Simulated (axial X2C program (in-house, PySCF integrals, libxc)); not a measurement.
**A two-component session on GeN⁺: properties at the nuclei**

Aim: properties at the nuclei of GeN⁺, with spin–orbit coupling in the Hamiltonian from the start.

Computed with an in-house X2C program for linear molecules on PySCF integrals. Level: two-component X2C with atomic mean-field terms, Ge dyall-cv3z, N dyall-av3z.

All values are calculated.

## Step 1: The job

task.json reads:

```json
{"zs": [32, 7], "q": 1, "bas": ["dyall-cv3z", "dyall-av3z"], "r0": 1.71, "levels": ["PBE0", "HF", "PBE", "r2SCAN", "B3LYP"], "nst": 3}
```

Keys: zs atomic numbers; q charge; bas basis sets; r0 starting distance in Å; levels methods (HF also brings MP2); nst determinants followed.

The run is started by

```
$ python soeom.py task.json out
```

The runs that follow: Expectation values, lowest determinant; Expectation values, a higher determinant; Expectation values, a higher determinant.

Before running it: what results should come out? Wanted: lowest determinant; Eeff magnitude; Ws magnitude Ge; A∥/gI Ge; qzz Ge; higher determinant (for each run or level that gives them).

**Answer**, as computed:

| quantity | value |
| --- | --- |
| lowest determinant | Ω = 1 (excess of +ω over −ω: ω = -1/2, ω = 3/2) |
| Eeff magnitude (GV/cm), PBE0 | 0.00526 |
| Ws magnitude Ge (kHz), PBE0 | 0.00895 |
| A∥/gI Ge (MHz), PBE0 | -39.1 |
| qzz Ge (a.u.), PBE0 | -5.70 |
| higher determinant | Ω = 2 (excess of +ω over −ω: ω = 1/2, ω = 3/2) |
| Eeff magnitude (GV/cm), PBE0, higher determinant | 1.81 |
| Ws magnitude Ge (kHz), PBE0, higher determinant | 0.399 |
| A∥/gI Ge (MHz), PBE0, higher determinant | 196 |
| qzz Ge (a.u.), PBE0, higher determinant | -1.43 |
| higher determinant | Ω = 1 (excess of +ω over −ω: 2 × ω = 1/2) |
| Eeff magnitude (GV/cm), PBE0, higher determinant | 2.12 |
| Ws magnitude Ge (kHz), PBE0, higher determinant | 0.93 |
| A∥/gI Ge (MHz), PBE0, higher determinant | 322 |
| qzz Ge (a.u.), PBE0, higher determinant | -1.83 |

In words: In the first state, the effective field runs from 0.00526 to 0.036 GV/cm over the mean-field levels, so the levels don't agree on it. The expectation values come from single determinants, which for open shells can mix terms of unlike spin or miss the lowest Ω, so a determinant need not be a state. Eeff is the effective electric field on the electron dipole moment in this Ω state and Ws the scalar–pseudoscalar constant (defined with the proton number Z and per Ω); A∥ is the parallel hyperfine constant, which follows by multiplying with the nuclear g factor gI = μI/(I μN); qzz is the electric field gradient, eQq0 = 234.96 MHz × Q/barn × qzz. The operators were transformed with the bare-nucleus X2C matrices.
